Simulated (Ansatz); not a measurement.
# Zn18S17N (Wurtzite-6H): the cost of one run

Program: Ansatz 0.2.0. Level of theory: DFT, PBE, plane-wave PAW, default files, scalar-relativistic, as far as a step names no other. These are calculated values, not measurements.

The COD entry's cell or inner coordinates are ideal or old and differ from later refinements, so a difference from it is no clean test against experiment.

**1. The starting structure**

It takes space group P31m (No. 157, trigonal). The conventional cell has a = 6.603 Å, b = 6.603 Å, c = 18.690 Å, α = 90.00°, β = 90.00°, γ = 120.00°. Zn (site symmetry 3m) is surrounded by 3 S at 2.33 Å and 1 N at 2.34 Å. Zn (site symmetry 3) is surrounded by 4 S at 2.33 to 2.34 Å. Around Zn (site symmetry 3m) lie 4 S at 2.33 to 2.34 Å. Zn (site symmetry m) is surrounded by 3 S at 2.33 to 2.34 Å and 1 N at 2.33 Å. Zn (site symmetry m) is surrounded by 4 S at 2.33 to 2.34 Å. Only part of the 16 independent sites is listed.

Structure file:

```cif
data_structure
_symmetry_space_group_name_H-M 'P 1'
_symmetry_Int_Tables_number 1
_cell_length_a 6.6026
_cell_length_b 6.6026
_cell_length_c 18.6900
_cell_angle_alpha 90.000
_cell_angle_beta 90.000
_cell_angle_gamma 120.000
_cell_volume 705.61
loop_
_atom_site_label
_atom_site_type_symbol
_atom_site_fract_x
_atom_site_fract_y
_atom_site_fract_z
_atom_site_occupancy
Zn1 Zn 0.00000 0.00000 0.00000 1
Zn2 Zn 0.33333 0.66667 0.00000 1
Zn3 Zn 0.66667 0.33333 0.00000 1
Zn4 Zn 0.00000 0.00000 0.50000 1
Zn5 Zn 0.33333 0.66667 0.50000 1
Zn6 Zn 0.66667 0.33333 0.50000 1
Zn7 Zn 0.33333 0.33333 0.16667 1
Zn8 Zn 0.66667 0.00000 0.16667 1
Zn9 Zn 0.00000 0.66667 0.16667 1
Zn10 Zn 0.33333 0.00000 0.66667 1
Zn11 Zn 0.66667 0.66667 0.66667 1
Zn12 Zn 0.00000 0.33333 0.66667 1
Zn13 Zn 0.33333 0.00000 0.33333 1
Zn14 Zn 0.66667 0.66667 0.33333 1
Zn15 Zn 0.00000 0.33333 0.33333 1
Zn16 Zn 0.33333 0.33333 0.83333 1
Zn17 Zn 0.66667 0.00000 0.83333 1
Zn18 Zn 0.00000 0.66667 0.83333 1
N1 N 0.00000 0.00000 0.12500 1
S1 S 0.33333 0.66667 0.12500 1
S2 S 0.66667 0.33333 0.12500 1
S3 S 0.00000 0.00000 0.62500 1
S4 S 0.33333 0.66667 0.62500 1
S5 S 0.66667 0.33333 0.62500 1
S6 S 0.33333 0.33333 0.29167 1
S7 S 0.66667 0.00000 0.29167 1
S8 S 0.00000 0.66667 0.29167 1
S9 S 0.33333 0.00000 0.79167 1
S10 S 0.66667 0.66667 0.79167 1
S11 S 0.00000 0.33333 0.79167 1
S12 S 0.33333 0.00000 0.45833 1
S13 S 0.66667 0.66667 0.45833 1
S14 S 0.00000 0.33333 0.45833 1
S15 S 0.33333 0.33333 0.95833 1
S16 S 0.66667 0.00000 0.95833 1
S17 S 0.00000 0.66667 0.95833 1
```

Atom 19 of the input is the impurity.

**2. First run, atoms as given**

File input.yaml:

```yaml
crystal:
  lattice:
    - [5.718, 3.3012888392, 0.0]
    - [-5.718, 3.3012888392, 0.0]
    - [0.0, 0.0, 18.68999]
  atoms:
    - { symbol: Zn, position: [0.0, 0.0, 0.0] }
    - { symbol: Zn, position: [0.3333333333, 0.6666666667, 0.0] }
    - { symbol: Zn, position: [0.6666666667, 0.3333333333, 0.0] }
    - { symbol: Zn, position: [0.0, 0.0, 0.5] }
    - { symbol: Zn, position: [0.3333333333, 0.6666666667, 0.5] }
    - { symbol: Zn, position: [0.6666666667, 0.3333333333, 0.5] }
    - { symbol: Zn, position: [0.3333333333, 0.3333333334, 0.16667] }
    - { symbol: Zn, position: [0.6666666667, 0.0, 0.16667] }
    - { symbol: Zn, position: [0.0, 0.6666666667, 0.16667] }
    - { symbol: Zn, position: [0.3333333333, 1.0, 0.66667] }
    - { symbol: Zn, position: [0.6666666667, 0.6666666666, 0.66667] }
    - { symbol: Zn, position: [0.0, 0.3333333333, 0.66667] }
    - { symbol: Zn, position: [0.3333333333, 1.0, 0.33333] }
    - { symbol: Zn, position: [0.6666666667, 0.6666666666, 0.33333] }
    - { symbol: Zn, position: [0.0, 0.3333333333, 0.33333] }
    - { symbol: Zn, position: [0.3333333333, 0.3333333334, 0.83333] }
    - { symbol: Zn, position: [0.6666666667, 0.0, 0.83333] }
    - { symbol: Zn, position: [0.0, 0.6666666667, 0.83333] }
    - { symbol: "N", position: [0.0, 0.0, 0.125], spin: 1.0 }
    - { symbol: S, position: [0.3333333333, 0.6666666667, 0.125] }
    - { symbol: S, position: [0.6666666667, 0.3333333333, 0.125] }
    - { symbol: S, position: [0.0, 0.0, 0.625] }
    - { symbol: S, position: [0.3333333333, 0.6666666667, 0.625] }
    - { symbol: S, position: [0.6666666667, 0.3333333333, 0.625] }
    - { symbol: S, position: [0.3333333333, 0.3333333334, 0.29167] }
    - { symbol: S, position: [0.6666666667, 0.0, 0.29167] }
    - { symbol: S, position: [0.0, 0.6666666667, 0.29167] }
    - { symbol: S, position: [0.3333333333, 1.0, 0.79167] }
    - { symbol: S, position: [0.6666666667, 0.6666666666, 0.79167] }
    - { symbol: S, position: [0.0, 0.3333333333, 0.79167] }
    - { symbol: S, position: [0.3333333333, 1.0, 0.45833] }
    - { symbol: S, position: [0.6666666667, 0.6666666666, 0.45833] }
    - { symbol: S, position: [0.0, 0.3333333333, 0.45833] }
    - { symbol: S, position: [0.3333333333, 0.3333333334, 0.95833] }
    - { symbol: S, position: [0.6666666667, 0.0, 0.95833] }
    - { symbol: S, position: [0.0, 0.6666666667, 0.95833] }
magnetization:
  spin_polarized: true
kpoints:
  mp_grid: { grid: [3, 3, 1] }
scf:
  occupations: { method: fermi_dirac, width: 0.01 }
hamiltonian:
  xc: pbe
  pseudopotentials: { kind: paw }
output:
  forces: true
  stress: true
  populations: true
  efg:
    quadrupole_moments_barn: { Zn: 0.122, "N": 0.02044, S: -0.0694 }
    contact_densities: true
```

Launch:

```
$ ansatz run input.yaml --threads 4 --pin off --max-ram 8192MiB --backend cpu --events-out ev --progress --plain --runs-dir out
```

Q: Estimate wall time and peak memory on 4 threads of Arm Neoverse V2, shared host.

About 66 s, with a peak of 2.9 GiB.
